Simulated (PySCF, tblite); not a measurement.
**C₂H₁₀O₂S₂Si₃: geometry, infrared bands and NMR shifts**

What infrared bands and NMR shifts should C₂H₁₀O₂S₂Si₃ (`O[Si]1(O[SiH3])SC[SiH2]CS1`) show?

Programs: tblite 0.8.0 and PySCF 2.14.0, with density-fitted response routines of our own. Each step states its level of theory. These are calculated values for one molecule in the gas phase, unless marked as measured. Atoms count from 0, in the outputs and in this text.

**1. The starting structure**

19 atoms, charge 0, multiplicity 1; geometry from: force field or distance geometry start.

Bonds of the start (Å): O0–Si1 1.65, Si1–O2 1.64, O2–Si3 1.64, Si1–S4 2.11, S4–C5 1.82, C5–Si6 1.86, Si6–C7 1.87, C7–S8 1.82, S8–Si1 2.13, O0–H9 0.97, Si3–H10 1.48, Si3–H11 1.50, Si3–H12 1.48, C5–H13 1.09, C5–H14 1.11, Si6–H15 1.49, Si6–H16 1.49, C7–H17 1.08, C7–H18 1.10.

**2. Optimising the geometry with GFN2-xTB**

The job: settings as JSON, then the geometry in Å.

```
{"job": {"kind": "relax", "xc": "GFN2-xTB", "basis": "xTB"}, "charge": 0, "multiplicity": 1}
O      2.131400    -2.026300    -0.576600
Si     1.010300    -0.835300    -0.330200
O      1.663200     0.549100     0.251100
Si     2.846900     1.057000     1.262600
S     -0.001500    -0.463000    -2.148600
C     -1.274700     0.772600    -1.745300
Si    -2.527000     0.120800    -0.535000
C     -1.702400    -0.215900     1.114800
S     -0.478300    -1.563700     1.012500
H      1.767600    -2.815200    -1.008600
H      4.173300     0.686300     0.721600
H      2.652800     0.428100     2.606400
H      2.764600     2.524600     1.427900
H     -1.768400     1.053200    -2.676100
H     -0.789600     1.684000    -1.351400
H     -3.198100    -1.101800    -1.046400
H     -3.583100     1.148600    -0.331800
H     -1.229200     0.677500     1.499500
H     -2.467700    -0.517600     1.846300
```

Run with:

```
OMP_NUM_THREADS=1 python probes_run.py task.json out
```

The driver reads the jobs from task.json and runs them one after another.

Output:

```text
step      E/eV     max force
  0    -799.30107    1.615
  1    -799.41015    0.673
  2    -799.46083    0.639
  3    -799.49054    0.623
  4    -799.52212    0.394
  5    -799.53958    0.282
  6    -799.55255    0.251
  7    -799.55921    0.199
  8    -799.56372    0.211
  9    -799.56868    0.233
 10    -799.57433    0.232
 11    -799.57976    0.175
 12    -799.58386    0.147
 13    -799.58614    0.092
 14    -799.58757    0.094
 15    -799.58919    0.108
 16    -799.59109    0.109
 17    -799.59290    0.120
 18    -799.59416    0.092
 19    -799.59492    0.069
 20    -799.59557    0.080
 21    -799.59638    0.083
 22    -799.59734    0.097
 23    -799.59836    0.085
 24    -799.59936    0.101
 25    -799.60035    0.081
 26    -799.60127    0.072
 27    -799.60212    0.069
 28    -799.60300    0.082
 29    -799.60397    0.099
 30    -799.60489    0.081
 31    -799.60555    0.060
 32    -799.60597    0.062
 33    -799.60636    0.058
 34    -799.60684    0.073
 35    -799.60731    0.064
 36    -799.60769    0.045
 37    -799.60805    0.053
 38    -799.60854    0.057
 39    -799.60920    0.071
 40    -799.60982    0.061
 41    -799.61019    0.036
 42    -799.61040    0.027
 43    -799.61062    0.043
 44    -799.61091    0.052
 45    -799.61120    0.039
 46    -799.61140    0.030
 47    -799.61158    0.032
 48    -799.61187    0.058
 49    -799.61237    0.084
 50    -799.61305    0.085
 51    -799.61366    0.054
 52    -799.61405    0.035
 53    -799.61428    0.033
 54    -799.61451    0.043
 55    -799.61476    0.041
 56    -799.61501    0.036
 57    -799.61533    0.042
 58    -799.61580    0.068
 59    -799.61639    0.071
 60    -799.61688    0.056
 61    -799.61718    0.038
 62    -799.61740    0.038
 63    -799.61771    0.051
 64    -799.61828    0.082
 65    -799.61898    0.087
 66    -799.61951    0.054
 67    -799.61981    0.038
 68    -799.62004    0.040
 69    -799.62036    0.046
 70    -799.62081    0.064
 71    -799.62129    0.059
 72    -799.62172    0.052
 73    -799.62215    0.054
 74    -799.62270    0.053
 75    -799.62339    0.063
 76    -799.62396    0.051
 77    -799.62429    0.039
 78    -799.62448    0.040
 79    -799.62466    0.029
 80    -799.62488    0.021
 81    -799.62503    0.021
 82    -799.62513    0.021
 83    -799.62519    0.020
 84    -799.62526    0.014
 85    -799.62532    0.015
 86    -799.62538    0.016
 87    -799.62543    0.017
 88    -799.62546    0.011
 89    -799.62548    0.008
```

Wall time 2.1 s (1 thread of Arm Neoverse N1, shared host); peak memory 0.18 GiB.

The steps of the relaxation: (not every step is listed)

| step | energy from step 0 (eV) | largest force (eV/Å) |
| --- | --- | --- |
| 0 | 0.0000 | 1.6147 |
| 1 | -0.1091 | 0.6727 |
| 2 | -0.1598 | 0.6387 |
| 3 | -0.1895 | 0.6230 |
| 4 | -0.2210 | 0.3945 |
| 5 | -0.2385 | 0.2822 |
| 6 | -0.2515 | 0.2508 |
| 7 | -0.2581 | 0.1987 |
| 8 | -0.2627 | 0.2108 |
| 15 | -0.2881 | 0.1077 |
| 22 | -0.2963 | 0.0971 |
| 29 | -0.3029 | 0.0987 |
| 36 | -0.3066 | 0.0451 |
| 43 | -0.3096 | 0.0433 |
| 50 | -0.3120 | 0.0846 |
| 57 | -0.3143 | 0.0416 |
| 64 | -0.3172 | 0.0819 |
| 71 | -0.3202 | 0.0587 |
| 78 | -0.3234 | 0.0399 |
| 84 | -0.3242 | 0.0145 |
| 85 | -0.3243 | 0.0151 |
| 86 | -0.3243 | 0.0156 |
| 87 | -0.3244 | 0.0171 |
| 88 | -0.3244 | 0.0111 |
| 89 | -0.3244 | 0.0078 |

Close pairs (by a distance rule), those that changed most:

| bond | before (Å) | after (Å) | change (Å) |
| --- | --- | --- | --- |
| C5–Si6 | 1.860 | 1.906 | +0.046 |
| O0–Si1 | 1.654 | 1.613 | -0.041 |
| Si3–H11 | 1.496 | 1.461 | -0.035 |
| Si6–C7 | 1.875 | 1.907 | +0.032 |
| Si1–O2 | 1.637 | 1.606 | -0.032 |
| Si1–S4 | 2.114 | 2.138 | +0.024 |
| Si6–H15 | 1.485 | 1.462 | -0.024 |
| Si3–H10 | 1.480 | 1.457 | -0.023 |

The final coordinates are the input of the step that follows.

**3. Harmonic vibrations with GFN2-xTB**

The job: settings as JSON, then the geometry in Å.

```
{"job": {"kind": "ir", "xc": "GFN2-xTB", "basis": "xTB"}, "charge": 0, "multiplicity": 1}
O      2.092548    -2.085580    -0.546832
Si     0.888829    -1.027217    -0.361909
O      1.491483     0.327966     0.253232
Si     2.582615     1.131058     1.164331
S      0.023304    -0.504639    -2.245506
C     -1.079789     0.846776    -1.676212
Si    -2.425567     0.238708    -0.471784
C     -1.629399    -0.304546     1.173273
S     -0.568758    -1.792294     1.007764
H      1.924353    -2.952230    -0.905579
H      3.896390     0.913297     0.573660
H      2.481524     0.613570     2.526976
H      2.091803     2.503099     1.043482
H     -1.515380     1.255273    -2.585034
H     -0.441621     1.611292    -1.235102
H     -3.134773    -0.892734    -1.066952
H     -3.288860     1.385383    -0.169940
H     -1.012291     0.479088     1.611782
H     -2.386215    -0.583383     1.902890
```

Output:

```text
mode    cm-1     km/mol
  1     -12.5      0.53
  2      29.2      0.61
  3      43.0      0.36
  4      72.1      3.87
  5     105.5      0.74
  6     127.7      4.93
  7     143.1     21.91
  8     165.0      4.97
  9     198.9     32.75
 10     205.6     18.00
 11     219.7     36.47
 12     244.3     39.65
 13     251.6      9.36
 14     296.7     20.21
 15     430.0     32.31
 16     463.8     54.45
 17     550.3     44.05
 18     560.8     30.79
 19     598.5     42.11
 20     607.5      7.98
 21     630.0     80.27
 22     635.0     42.08
 23     643.3     64.96
 24     696.7     12.52
 25     714.4     93.92
 26     746.9      8.68
 27     753.9    350.29
 28     758.1    305.36
 29     768.6     24.93
 30     769.6    117.51
 31     806.4    110.12
 32     807.5    236.13
 33     815.5    551.43
 34     934.9    243.60
 35    1068.0      7.59
 36    1072.2     43.43
 37    1087.8    596.53
 38    1167.8      0.03
 39    1176.3      4.08
 40    1432.8      4.01
 41    1437.3      2.38
 42    2245.1    325.49
 43    2264.1    314.42
 44    2274.7    196.19
 45    2292.1    228.19
 46    2311.9    212.82
 47    2969.8      7.47
 48    2976.7     14.14
 49    3007.8      8.18
 50    3011.1      5.46
 51    3677.1     50.79
```

Wall time 2.5 s (1 thread of Arm Neoverse N1, shared host); peak memory 0.18 GiB.

The strongest bands and the atoms that carry them (share of the mass-weighted mode):

| cm⁻¹ | km/mol | atoms |
| --- | --- | --- |
| 754 | 350.3 | H12 39 %, H10 22 % |
| 758 | 305.4 | H16 20 %, H15 12 %, H14 11 %, C5 10 % |
| 808 | 236.1 | H9 38 %, H12 15 %, H11 11 % |
| 816 | 551.4 | H9 42 %, H12 19 %, H11 15 %, H10 12 % |
| 935 | 243.6 | O0 54 %, Si1 39 % |
| 1088 | 596.5 | O2 74 %, Si1 16 % |
| 2245 | 325.5 | H16 97 % |
| 2264 | 314.4 | H12 74 %, H11 21 % |

**4. Nuclear shieldings: PBE0/pcSseg-1**

Settings changed since step 3:

```diff
@@ -1,2 +1,2 @@
-{"job": {"kind": "ir", "xc": "GFN2-xTB", "basis": "xTB"}, "charge": 0, "multiplicity": 1}
+{"job": {"kind": "nmr", "xc": "PBE0", "basis": "pcSseg-1"}, "charge": 0, "multiplicity": 1}
 O      2.092548    -2.085580    -0.546832
```

With the program's defaults for keys left out, this is: GIAO PBE0/pcSseg-1 NMR shielding, non-relativistic, gas phase.

Output:

```text
coarse grid: 18664 points
cycle   1  E = -1896.4808620544  dE =  1.103e+00  |g| = 1.002e+00  |ddm| = 4.234e+00
cycle   2  E = -1896.2479159275  dE =  2.329e-01  |g| = 1.509e+00  |ddm| = 1.854e+00
cycle   3  E = -1896.6566173308  dE = -4.087e-01  |g| = 1.277e-01  |ddm| = 1.264e+00
cycle   4  E = -1896.6599120766  dE = -3.295e-03  |g| = 5.236e-02  |ddm| = 1.957e-01
cycle   5  E = -1896.6605007809  dE = -5.887e-04  |g| = 1.433e-02  |ddm| = 6.237e-02
cycle   6  E = -1896.6605392543  dE = -3.847e-05  |g| = 4.813e-03  |ddm| = 1.611e-02
cycle   7  E = -1896.6605431462  dE = -3.892e-06  |g| = 1.030e-03  |ddm| = 4.266e-03
final grid: 157824 points
cycle   8  E = -1896.7366809255  dE = -2.557e-05  |g| = 1.098e-02  |ddm| = 2.930e-02
cycle   9  E = -1896.7366553228  dE =  2.560e-05  |g| = 1.546e-02  |ddm| = 2.050e-02
cycle  10  E = -1896.7367050230  dE = -4.970e-05  |g| = 1.056e-03  |ddm| = 1.279e-02
cycle  11  E = -1896.7367052712  dE = -2.482e-07  |g| = 1.909e-04  |ddm| = 1.384e-03
cycle  12  E = -1896.7367052784  dE = -7.171e-09  |g| = 8.686e-05  |ddm| = 3.140e-04
cycle  13  E = -1896.7367052803  dE = -1.896e-09  |g| = 2.206e-05  |ddm| = 1.072e-04
cycle  14  E = -1896.7367052804  dE = -8.731e-11  |g| = 6.751e-06  |ddm| = 2.338e-05
converged SCF energy = -1896.7367052804

GIAO shielding tensors (ppm)
atom      isotropic    diamagn.    paramagn.     s11        s22        s33       span
  0 O      273.621     385.571    -111.951    259.679    263.081    298.101     38.422
  1 Si     371.801     879.256    -507.455    355.612    373.873    385.917     30.305
  2 O      275.585     401.613    -126.028    249.786    270.804    306.164     56.378
  3 Si     389.037     879.858    -490.821    351.554    361.830    453.727    102.173
  4 S      592.940    1059.158    -466.219    520.425    574.292    684.102    163.677
  5 C      175.154     256.112     -80.959    165.696    170.337    189.428     23.732
  6 Si     400.801     880.161    -479.359    352.115    404.852    445.437     93.322
  7 C      174.989     256.361     -81.372    165.853    169.928    189.187     23.333
  8 S      601.381    1059.614    -458.233    536.101    575.572    692.469    156.368
  9 H       29.607      30.027      -0.420     21.246     24.120     43.455     22.209
 10 H       26.413      27.979      -1.566     22.331     24.766     32.142      9.812
 11 H       26.388      29.070      -2.683     22.464     25.060     31.640      9.176
 12 H       26.530      29.741      -3.210     22.434     25.258     31.899      9.465
 13 H       29.870      30.354      -0.485     23.506     27.231     38.872     15.366
 14 H       29.192      33.678      -4.486     24.102     28.792     34.682     10.581
 15 H       27.463      28.966      -1.504     24.414     25.094     32.880      8.466
 16 H       27.543      28.870      -1.327     24.260     24.610     33.759      9.499
 17 H       29.312      34.091      -4.778     24.103     28.903     34.931     10.828
 18 H       29.858      30.696      -0.838     23.552     27.273     38.750     15.199
```

Run time: 2 min. Hardware: 1 thread of Arm Neoverse N1, shared host; peak memory 1.1 GiB.

The references, computed at this level on geometries of the same kind, shield at (ppm): ¹H TMS 31.72, ¹³C TMS 186.9, ²⁹Si TMS 349.2, ¹⁷O H2O 336.1, ³³S CS2 504. Their shielding less the atom's gives the shift. The references are single molecules in the gas phase, so shifts against H2O, NH3, PH3, H3PO4 or CFCl3 are not on the usual liquid scales and can be off by tens of ppm. Atoms listed in one row are averaged.

```
        atoms                                                environment  σ (ppm)  δ (ppm)  δ scaled to CDCl3
       C5, C7                                 sp3 CH2 bonded to S and Si    175.1     11.9                5.2
H10, H11, H12                          hydrogen on a silicon bonded to O    26.44     5.27                  –
          H15  hydrogen on a silicon bonded to 2 C, in a 6-membered ring    27.46     4.25                  –
          H16  hydrogen on a silicon bonded to 2 C, in a 6-membered ring    27.54     4.17                  –
     H14, H17                  hydrogen on an sp3 CH2 bonded to S and Si    29.25     2.46               2.43
           H9                         hydrogen on an oxygen bonded to Si    29.61     2.11                  –
     H13, H18                  hydrogen on an sp3 CH2 bonded to S and Si    29.86     1.85               1.85
           O0                                     oxygen bonded to Si, H    273.6     62.5                  –
           O2                                      oxygen bonded to 2 Si    275.6     60.5                  –
          Si1           silicon bonded to 2 O, 2 S, in a 6-membered ring    371.8    -22.6                  –
          Si3                                   silicon bonded to O, 3 H    389.0    -39.9                  –
          Si6           silicon bonded to 2 C, 2 H, in a 6-membered ring    400.8    -51.6                  –
       S4, S8               sulfur bonded to C, Si, in a 6-membered ring      597      -93                  –
```

The scaled column applies a straight-line fit of computed shieldings to shifts measured in CDCl3, with any fitted terms for Cl, Br or S neighbours (root-mean-square error 0.16 ppm for H, 1.9 ppm for C).

Charges from the same density, by scheme (e):

| atoms | Mulliken | IAO | Hirshfeld | ESP fit |
| --- | --- | --- | --- | --- |
| O0 | -0.52 | -0.78 | -0.29 | -0.59 |
| Si1 | 1.14 | 1.27 | 0.41 | 0.47 |
| O2 | -0.74 | -0.89 | -0.30 | -0.24 |
| Si3 | 0.73 | 0.89 | 0.40 | 0.58 |
| S4, S8 | -0.28 | -0.21 | -0.11 | -0.26 |
| C5, C7 | -0.64 | -0.62 | -0.16 | -0.43 |
| Si6 | 0.71 | 0.76 | 0.33 | 0.49 |

Mayer bond orders: O0–Si1 1.07, Si1–O2 0.93, O2–Si3 0.88, Si1–S4 0.96, S4–C5 0.98, C5–Si6 0.87, Si6–C7 0.87, C7–S8 0.98, S8–Si1 0.96.

Ring of atoms Si1, S4, C5, Si6, C7, S8: NICS(0) -2.3, NICS(1) -1.6, NICS(1)zz 5.3 ppm (means of both faces).

Orbitals, density, ELF and potential are computed afterwards from the orbital file.

Frontier orbitals at PBE0/pcSseg-1, with the share of their density that lies nearest to each atom:

| orbital | energy (eV) | lies on |
| --- | --- | --- |
| HOMO | -6.43 | S4, S8 about 40 % each |
| LUMO | -0.13 | S4, S8 about 13 % each; Si1 12 %; C5, C7 about 6 % each |

ELF in a plane through or near 5 of the atoms.

Ten even steps from ' ' (0.00) to '@' (1.00):
```
                                                        
                                                        
                                                        
                  ..==::                                
                ::==**++      ..::                      
              ==##%%##++..  ..--==::                    
              ++%%%%%%##--::======::    --**--          
              ..====++..==..**--::    ==@@@@@@--        
        ....      ::==::++..--..  ..--%%@@@@@@**        
      ::**##++..--##%%%%++::    ........%%@@%%..        
      --##@@##::--%%##%%##::    ::..##++..==::          
      ..==**==..==::####++      ::::  ..%%@@##..        
          ::::..  ....      ....  ..++@@@@@@@@++        
          ..::--==++--              ::@@@@@@@@::        
              ..--==--                ==%%##--          
                  ..                                    
                                                        
                                                        
                                                        
                                                        
```
The map spans 13.0 Å across and 11.7 Å up, centred on the molecule. Atoms in the plane (x, y in Å): Si1 (-0.8, 1.2), O2 (-1.5, -0.1), Si3 (-2.8, -1.1), Si6 (2.5, -0.2), H16 (3.2, -1.5).

log10 of the density (e/Å³) in the same plane.

Ten even steps from ' ' (-4.0) to '@' (1.8):
```
                                                        
                                                        
                  ......                                
              ..--====----::::::::..                    
            ::--==++++++==--------::::..                
          ..::==**####**++========----::::....          
          ..--==**####****++++++====--------::....      
        ....::==++****##%%****++++======++++==::..      
    ..::::------==++**##%%**++++==++++******++--::..    
    ..::--======++**####**++++==++++**##****++--::..    
  ..::--==++++++**######**++====++**@@@@**++==--::..    
    ::--==++**##%%******++======++++******++==--::..    
    ..::--==++****++++==------======++******++--::..    
    ....::====++++++==--::::--------====++====::..      
      ....::--========--::......::::::------::....      
          ..::::----::::..        ......::....          
            ............                                
                                                        
                                                        
                                                        
```
The map spans 13.0 Å across and 11.7 Å up, centred on the molecule. Atoms in the plane (x, y in Å): Si1 (-0.8, 1.2), O2 (-1.5, -0.1), Si3 (-2.8, -1.1), Si6 (2.5, -0.2), H16 (3.2, -1.5).

On the surface of density 0.002 e/bohr³ the electrostatic potential runs, from the 1st to the 99th percentile, from -1.04 V near O0 to 2.32 V near H9.

**5. Results**

| quantity | value |
| --- | --- |
| strongest single infrared mode (GFN2-xTB) | 1088 cm⁻¹, 597 km/mol |
| zero-point energy (GFN2-xTB) | 73.3 kcal/mol |
| ¹³C shifts against TMS (PBE0/pcSseg-1, means over atoms taken as alike) | 11.9 ppm |
| ¹H shifts against TMS (PBE0/pcSseg-1, means over atoms taken as alike) | 5.27, 4.25, 4.17, 2.46, 2.11, 1.85 ppm |
| ¹⁷O shifts against H2O (PBE0/pcSseg-1) | 62.5, 60.5 ppm |
| ²⁹Si shifts against TMS (PBE0/pcSseg-1) | -22.6, -39.9, -51.6 ppm |
| ³³S shifts against CS2 (PBE0/pcSseg-1, means over atoms taken as alike) | -93 ppm |
| surface potential, 1st and 99th percentile | -1.04 V and 2.32 V |

Relaxing lowered the energy by 0.324 eV in 89 steps; the close pair that moved most is C5–Si6, from 1.860 to 1.906 Å. The lowest mode is slightly imaginary (12i cm⁻¹), a soft motion within the noise of the Hessian, so the minimum is not strictly shown. The strongest single mode, at 1088 cm⁻¹, moves mainly O2. GFN2-xTB is a fitted tight-binding method: band positions and strengths are rough. Its intensities can rank the bands wrongly. At PBE0/pcSseg-1: The largest span, 160 ppm, is at S4, S8, where the paramagnetic term is -462 ppm.
